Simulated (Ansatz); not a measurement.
**USVWN5/STO-3G run of NS (Mononitrogen monosulfide)**

What is the electronic atomisation energy of NS (Mononitrogen monosulfide) at USVWN5/STO-3G? 

The results are computed with Ansatz 0.2.0.

### Step 1. Starting point

The species is NS (2 atoms), meant as a doublet with charge 0. As SMILES, `[N]=S`. Geometry: relaxed at GFN2-xTB.

Bond lengths: N1–S2 1.463 Å.

### Step 2. The energy at USVWN5/STO-3G

The input, job.yaml:

```yaml
crystal:
  periodic: [false, false, false]
  atoms:
    - {symbol: "N", position_ang: [0.000000, 0.000000, 0.000000]}
    - {symbol: S, position_ang: [0.000000, 0.000000, 1.463180]}
basis:
  gaussian:
    orbitals: STO-3G
magnetization:
  spin_polarized: true
  initial_magnetization: 1
hamiltonian:
  xc: {name: SVWN5}
accuracy: high
```

The run is started by

```bash
$ ansatz run job.yaml --threads 1 --pin off --max-ram 2610MiB --events-out events.jsonl --progress --plain --runs-dir runs
```

Standard output:

```text
Warning: RAYON_NUM_THREADS=1 ignored (pool sized by the plan → 1); use --threads N
Functional definition: SVWN5
  name "SVWN5"
  exchange = slater_x
  correlation = vwn5_c
224 factors; integrals over basis functions are off by at most 2.2e-8 eV
mean field evaluation 1: about -12127.1637 eV, gradient 2.9e1 eV
mean field evaluation 2: about -12109.5100 eV, gradient 4.7e1 eV
mean field evaluation 4: about -12132.2349 eV, gradient 7.6e0 eV
mean field evaluation 8: about -12132.5808 eV, gradient 3.3e-1 eV
mean field evaluation 16: about -12132.5708 eV, gradient 8.4e-9 eV
mean field -12132.57078009 eV, -445.8637524166 hartree, gradient 1.8e-8 eV, S^2 0.752072; 1 other end points of the search recorded, 0 dependent functions left out
reference -12132.57078104 eV, -445.8637524512 hartree; 12, 11 occupied and 2, 3 virtual orbitals, 224 factors
Total energy: -12132.57078104 eV, -445.8637524512 hartree
```

It took 0.64 s on 1 thread of Intel Xeon Platinum 8375C at 2.90GHz (Ice Lake), shared host.

### Step 3. The N atom, same level

The input, in.yaml:

```yaml
basis:
  gaussian:
    orbitals: STO-3G
crystal:
  periodic: [false, false, false]
  atoms:
    - {symbol: N, position_ang: [0.000000, 0.000000, 0.000000]}
magnetization:
  spin_polarized: true
  initial_magnetization: 3
hamiltonian:
  xc: {name: SVWN5}
accuracy: high
```

Run the same way, it converges to -53.40706 Eh (log not shown).

### Step 4. The S atom

The input, in.yaml:

```yaml
crystal:
  periodic: [false, false, false]
  atoms:
    - symbol: S
      position_ang: [0.000000, 0.000000, 0.000000]
basis:
  gaussian:
    orbitals: STO-3G
hamiltonian:
  xc: {name: SVWN5}
magnetization:
  spin_polarized: true
  initial_magnetization: 2
accuracy: high
```

The run is started by

```bash
$ ansatz run in.yaml --threads 1 --pin off --max-ram 2610MiB --events-out events.jsonl --progress --plain --runs-dir runs
```

Standard output:

```text
Warning: RAYON_NUM_THREADS=1 ignored (pool sized by the plan → 1); use --threads N
[... 4 set-up lines as earlier in the session ...]
42 factors; integrals over basis functions are off by at most 2.2e-9 eV
mean field evaluation 1: about -10673.4963 eV, gradient 1.6e-1 eV
mean field evaluation 2: about -10673.4964 eV, gradient 3.4e-2 eV
mean field evaluation 4: about -10673.4964 eV, gradient 2.8e-2 eV
mean field evaluation 8: about -10673.4964 eV, gradient 2.4e-2 eV
mean field evaluation 16: about -10673.4963 eV, gradient 1.6e-1 eV
mean field evaluation 32: about -10673.4964 eV, gradient 6.0e-7 eV
mean field -10673.49636973 eV, -392.2437568319 hartree, gradient 2.9e-9 eV, S^2 2.000000; 3 other end points of the search recorded, 0 dependent functions left out
reference -10673.49637059 eV, -392.2437568634 hartree; 9, 7 occupied and 0, 2 virtual orbitals, 42 factors
Total energy: -10673.49637059 eV, -392.2437568634 hartree
```

Run time: 0.54 s. Hardware: 1 thread of Intel Xeon Platinum 8375C at 2.90GHz (Ice Lake), shared host.

### Step 5. Results

Level: USVWN5/STO-3G.

| quantity | value |
| --- | --- |
| molecule: total energy | -445.86375 Eh |
| molecule: ⟨S²⟩ | 0.752 |
| N atom: total energy | -53.40706 Eh |
| N atom: ⟨S²⟩ | 3.750 |
| S atom: total energy | -392.24376 Eh |
| S atom: ⟨S²⟩ | 2.000 |
| electronic atomisation energy | 5.794 eV |

What this shows: Taking the molecule apart into free atoms costs 5.79 eV (134 kcal/mol), before zero-point energy and without spin-orbit coupling. In a minimal basis such a difference can be off by several eV, whatever the method.
